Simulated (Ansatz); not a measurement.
# TaOF3: up Jacob's ladder to CCSD(T)

The task here is to estimate one member of a computed series from the others.

Method: functionals in def2-TZVPP, the program's frozen cores in correlated methods; program: Ansatz 0.2.0, Gaussian basis.

Levels to be run: LDA (SPW92), PBE-D4, revPBE-D4, BLYP-D4, r2SCAN-D4, B97M-V, PBE0-D4, B3LYP-D4, r2SCANh-D4, r2SCAN0-D4, HSE06-D4, BHLYP-D4, CAM-B3LYP-D4, LC-ωPBE, ωB97X-V, ωB97M-V, B2PLYP, PBE-QIDH; CCSD(T)/def2-SVP; CCSD(T)/def2-TZVPP; MP2/def2-QZVPP; extrapolation to the limit; RPA on PBE.

## The relaxed structure

All runs share one geometry, relaxed beforehand with PBE0-D4 in a triple-zeta def2 set. Ta takes the def2 core potential; no spin-orbit term is included.

SMILES `[O]=[Ta]([F])([F])[F]`, 5 atoms, charge 0, spin multiplicity 1.

Atoms are counted from 1 here; the program's logs count them from 0.

Bond lengths: O1–Ta2 1.706 Å, Ta2–F3 1.867 Å, Ta2–F4 1.867 Å, Ta2–F5 1.867 Å. Angles: O1–Ta2–F3 107.7°, O1–Ta2–F4 107.7°, O1–Ta2–F5 107.7°, F3–Ta2–F4 111.2°, F3–Ta2–F5 111.2°, F4–Ta2–F5 111.2°.

The first run:

in.yaml reads:

```yaml
crystal:
  periodic: [false, false, false]
  atoms:
    - {symbol: O, position_ang: [-0.720865, -0.081524, 1.531237]}
    - {symbol: Ta, position_ang: [0.010402, -0.014735, -0.009069]}
    - {symbol: F, position_ang: [1.538023, -1.086757, 0.041152]}
    - {symbol: F, position_ang: [-1.225120, -0.658137, -1.251983]}
    - {symbol: F, position_ang: [0.447461, 1.767454, -0.352738]}
basis:
  gaussian: {orbitals: def2-TZVPP}
hamiltonian: {xc: lda}
output: {orbitals: {seedname: orbitals}}
```

Command:

```console
ansatz run in.yaml --threads 4 --pin off --events-out ev --progress --plain --max-ram 10444MiB
```

Steps of the session up to this table: LDA; PBE-D4 (GGA); revPBE-D4 (GGA); BLYP-D4 (GGA); r2SCAN-D4 (meta-GGA); B97M-V (meta-GGA); PBE0-D4 (hybrid); B3LYP-D4 (hybrid); r2SCANh-D4 (hybrid); r2SCAN0-D4 (hybrid); HSE06-D4 (hybrid); BHLYP-D4 (hybrid); CAM-B3LYP-D4 (range-separated); LC-ωPBE (range-separated); ωB97X-V (range-separated); ωB97M-V (range-separated); B2PLYP (double hybrid); PBE-QIDH (double hybrid).

One table of the session follows, with a row left open; its other results are not shown here.

It belongs to the step «Frontier levels by functional». 

```
  functional  HOMO (eV)  gap (eV)
 LDA (SPW92)      -8.90      6.15
      PBE-D4      -8.61      6.20
   revPBE-D4      -8.51      6.23
     BLYP-D4      -8.50      6.14
   r2SCAN-D4      -8.99      6.73
      B97M-V      -9.00      6.77
     PBE0-D4     -10.28      8.73
    B3LYP-D4     -10.01      8.15
  r2SCANh-D4      -9.61      7.67
  r2SCAN0-D4     -10.55      9.10
    HSE06-D4      -9.87      7.93
    BHLYP-D4     -11.83     11.22
CAM-B3LYP-D4     -11.76     11.31
     LC-ωPBE     -13.09     14.03
     ωB97X-V          ?         ?
     ωB97M-V     -12.67     13.02
```

Estimate the missing values for ωB97X-V.

**Answer.** HOMO (eV): -12.73; gap (eV): 13.53. In the column «HOMO (eV)» it lies between LC-ωPBE (-13.09) and ωB97M-V (-12.67).
